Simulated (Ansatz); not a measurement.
This script drives Ansatz 0.2.0 through its Python package.

Script `run_relaxed_scan.py`:
```python
import ansatz as az
import numpy as np


def main() -> None:
    h4nosb = (
        az.Crystal.molecule()
        .atom("N", [-0.8905, 0.3214, -0.9241])
        .atom("Sb", [-0.1288, 0.0505, 0.9652])
        .atom("O", [1.2036, -1.2499, 0.2159])
        .atom("H", [-1.4627, -0.453, -1.1506])
        .atom("H", [-1.5782, 1.1797, -0.8743])
        .atom("H", [0.9826, 1.4229, 0.7671])
        .atom("H", [1.9353, -1.3396, 0.9552])
    )

    base = h4nosb.calculation().basis(gaussian="def2-SVP").functional("b3lyp")
    symbols = [site.symbol for site in h4nosb.cartesian_sites]
    pairs = [(0, 1), (0, 3), (0, 4), (1, 2), (1, 5), (2, 6)]
    print("held (A)   E (eV)        ", "  ".join(f"{symbols[i]}{i}-{symbols[j]}{j}" for i, j in pairs))
    for length in [1.01, 1.1, 1.19, 1.32, 1.49]:
        rep = base.relax(constraints=[az.DistanceConstraint((0, 4), at=length)], force_tolerance=0.02, max_steps=60).run(threads=1, backend="cpu").report
        xyz = np.array(rep["positions_ang"])
        print(f"{length:6.2f} {rep['free_energy_ev']:14.5f}  ", "  ".join(f"{np.linalg.norm(xyz[i] - xyz[j]):.3f}" for i, j in pairs))


if __name__ == "__main__":
    main()
```

It is started by `python run_relaxed_scan.py`. Estimate its wall time and peak memory on 1 thread of Arm Neoverse V1, with other jobs on the host.

It took about 5.6 min, with a peak of 0.24 GiB, for 5 runs of the engine.

Running `python run_relaxed_scan.py` prints:
```text
held (A)   E (eV)         N0-Sb1  N0-H3  N0-H4  Sb1-O2  Sb1-H5  O2-H6
DeckWarning: relax.constraints: the input's atoms, or those drawn, lie off the distances that are held; a relaxation that starts there is brought onto them ahead of its first SCF, by positions alone, [...]
  1.01   -10139.03677   2.053  1.020  1.010  2.024  1.722  0.968
  1.10   -10138.82757   2.056  1.020  1.100  2.013  1.729  0.968
  1.19   -10138.49988   2.067  1.023  1.190  2.010  1.731  0.968
  1.32   -10137.86500   2.081  1.027  1.320  2.007  1.732  0.968
  1.49   -10136.96151   2.113  1.032  1.490  2.009  1.723  0.968
```
(Warnings from the package without file and line, shortened, repeats left out.)

Caveats:
- Total energies depend on the basis set; only differences at equal settings carry meaning.
- The energies are electronic: no zero-point or thermal terms, and the basis set is short of its limit.
- def2 sets replace the cores of elements past krypton by effective core potentials.
- b3lyp holds the VWN-RPA fit, as in Gaussian; the form of ORCA and Turbomole is b3lyp5.
